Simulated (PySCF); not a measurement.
# From one method to the next for CaC (triplet)

What do other methods print for CaC (triplet)?

Computed with PySCF 2.14.0. Level: method and basis as typed in the scripts.

3 further runs of the same task are left out: 3 that didn't finish.

### Step 1. The starting structure

CaC (triplet): 2 atoms, charge 0, spin multiplicity 3.

Bond lengths: Ca1–C2 2.300 Å.

### Step 2. Base script

Input file input.py:

```python
from pyscf import gto, scf, ci

mol = gto.M(
    atom='Ca 0 0 0; C 0 0 2.3',
    basis='cc-pcvdz',
    charge=0,
    spin=2,
    verbose=4,
)
mf = scf.UHF(mol)
mf.kernel()
ci.CISD(mf).kernel()
mf.dip_moment()
print('orbital energies (hartree):', [e[max(0, n-3):n+3].round(4) for e, n in zip(mf.mo_energy, mol.nelec)])
```

Started as:

```
OMP_NUM_THREADS=1 python input.py
```

Its log is not repeated here.

In short: E(SCF) = -714.425297 Eh, E(CISD) − E(SCF) = -0.35251 Eh, ⟨S²⟩ = 2.029, μ = 3.46 D (of the SCF density).

The bond length is a typed value, not an optimised one. The triplet is typed in the script; nothing here shows that it is the ground state.

### Step 3. SCF alone

Variant 1 changes step after the SCF: cisd → none.

Input file input.py:

```python
from pyscf import gto, scf

mol = gto.M(
    atom='Ca 0 0 0; C 0 0 2.3',
    basis='cc-pcvdz',
    charge=0,
    spin=2,
    verbose=4,
)
mf = scf.UHF(mol)
mf.kernel()
mf.dip_moment()
print('orbital energies (hartree):', [e[max(0, n-3):n+3].round(4) for e, n in zip(mf.mo_energy, mol.nelec)])
```

Started as:

```
OMP_NUM_THREADS=1 python input.py
```

### Step 4. Bp86 (UKS)

Variant 2 changes functional: none (Hartree–Fock) → bp86; SCF type: UHF → UKS; step after the SCF: cisd → analyze.

Input file input.py:

```python
from pyscf import gto, dft

mol = gto.M(
    atom='Ca 0 0 0; C 0 0 2.3',
    basis='cc-pcvdz',
    charge=0,
    spin=2,
    verbose=4,
)
mf = dft.UKS(mol, xc='bp86')
mf.kernel()
mf.analyze()
print('orbital energies (hartree):', [e[max(0, n-3):n+3].round(4) for e, n in zip(mf.mo_energy, mol.nelec)])
```

### Step 5. CCSD

Variant 3 changes step after the SCF: cisd → ccsd; frozen orbitals: none → 6.

input.py, as its differences from that of step 2:

```diff
@@ -1,2 +1,2 @@
-from pyscf import gto, scf, ci
+from pyscf import gto, scf, cc
 
@@ -11,3 +11,4 @@
 mf.kernel()
-ci.CISD(mf).kernel()
+mycc = cc.CCSD(mf, frozen=6)
+mycc.kernel()
 mf.dip_moment()
```

### Step 6. Wb97 (UKS)

Variant 4 changes functional: none (Hartree–Fock) → wb97; SCF type: UHF → UKS; step after the SCF: cisd → analyze.

Input file input.py:

```python
from pyscf import gto, dft

mol = gto.M(
    atom='Ca 0 0 0; C 0 0 2.3',
    basis='cc-pcvdz',
    charge=0,
    spin=2,
    verbose=4,
)
mf = dft.UKS(mol, xc='wb97')
mf.kernel()
mf.analyze()
print('orbital energies (hartree):', [e[max(0, n-3):n+3].round(4) for e, n in zip(mf.mo_energy, mol.nelec)])
```

Before running it: what results should come out? Wanted: for each run, E(SCF); from base; gap, α spin; SCF dipole; after the SCF.

The runs gave:

| run | E(SCF) (hartree) | from base (eV) | cycles | gap, α spin (eV) | SCF dipole (D) | after the SCF |
| --- | --- | --- | --- | --- | --- | --- |
| base | -714.425297 | 0 | 17 | 5.52 | 3.46 | CISD correlation -9.592 eV |
| SCF alone | -714.425297 | 0.0000 | 17 | 5.52 | 3.46 | n/a |
| bp86 (UKS) | -715.562841 | not comparable | 14 | 1.96 | 3.29 | n/a |
| CCSD | -714.425297 | 0.0000 | 17 | 5.52 | 3.46 | CCSD correlation -10.085 eV, core frozen |
| wb97 (UKS) | -715.450921 | not comparable | 19 | 5.36 | 4.93 | n/a |

Total energies of different functionals can't be compared with each other; differences within one functional can.
